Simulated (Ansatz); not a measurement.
Working through an atomisation energy of C₂H₇SSb, SMILES C[S][SbH][CH3]

Program: Ansatz 0.2.0, Python API.

Notebook, run cell by cell (the value of a cell's last expression is shown):

In [1]:
```python
from collections import Counter
from dataclasses import dataclass

import ansatz as az
from ase import Atoms
```

In [2]:
```python
@dataclass
class Settings:
    basis: str = "def2-SVP"
    functional: str = "r2scan"
```

In [3]:
```python
settings = Settings()
```

In [4]:
```python
def energy_of(molecule, charge=0, unpaired=0):
    calc = (
        molecule.calculation()
        .basis(gaussian=settings.basis)
        .functional(settings.functional)
    )
    if charge:
        calc = calc.charge(charge)
    if unpaired:
        calc = calc.spin("collinear", total=unpaired)
    report = calc.run().report
    if report["published_state_doubts"]:
        print("  doubts:", report["published_state_doubts"])
    return report["free_energy_ev"]
```

In [5]:
```python
atoms = Atoms(["C", "S", "Sb", "C", "H", "H", "H", "H", "H", "H", "H"], positions=[
    [-0.8697, 1.7617, 0.0935],
    [-1.1962, 0.4048, 1.2067],
    [1.102, -0.3654, 1.0437],
    [0.801, -1.4531, -0.7659],
    [-0.6029, 1.4275, -0.933],
    [-0.136, 2.4922, 0.4939],
    [-1.8363, 2.3797, -0.0224],
    [0.8328, -1.7667, 2.0384],
    [1.5651, -2.1499, -0.9206],
    [0.6331, -0.7533, -1.5862],
    [-0.2275, -2.0345, -0.6276],
])
c2h7ssb = az.Crystal.molecule_from_ase(atoms)
```

In [6]:
```python
# unpaired electrons of the ground-state atoms
unpaired = {"C": 2, "S": 2, "Sb": 3, "H": 1}
counts = Counter(site.symbol for site in c2h7ssb.cartesian_sites)
atom_energy = {s: energy_of(az.Crystal.molecule().atom(s, (0, 0, 0)), 0, unpaired[s]) for s in counts}
whole = energy_of(c2h7ssb, 0, 0)
for s, e in atom_energy.items():
    print(f"{s:2s} x{counts[s]}  {e:14.5f} eV")
print(f"C2H7SSb: {whole:.5f} eV")
split = sum(counts[s] * e for s, e in atom_energy.items()) - whole
print(f"atomisation energy (no zero-point term): {96.485332 * split:.1f} kJ/mol, {split / sum(counts.values()):.3f} eV an atom")
```
```text
C  x2     -1028.24726 eV
S  x1    -10828.75057 eV
Sb x1     -6539.03904 eV
H  x7       -13.58417 eV
C2H7SSb: -19556.40768 eV
atomisation energy (no zero-point term): 3573.3 kJ/mol, 3.367 eV an atom
```

3573.3 kJ/mol from the electronic energies, without the zero-point term.

Total energies depend on the basis set; only differences at equal settings carry meaning. The geometry is a force-field or estimated start, not a minimum of this method, and the basis set is short of its limit. All parts are taken at fixed geometry, without zero-point energy. def2 sets replace the cores of elements past krypton by effective core potentials. The spin-orbit lowering of heavy atoms is left out. Hardware and time: 18 s on 1 thread of Arm Neoverse N1, with other jobs on the host, peak memory 0.23 GiB.
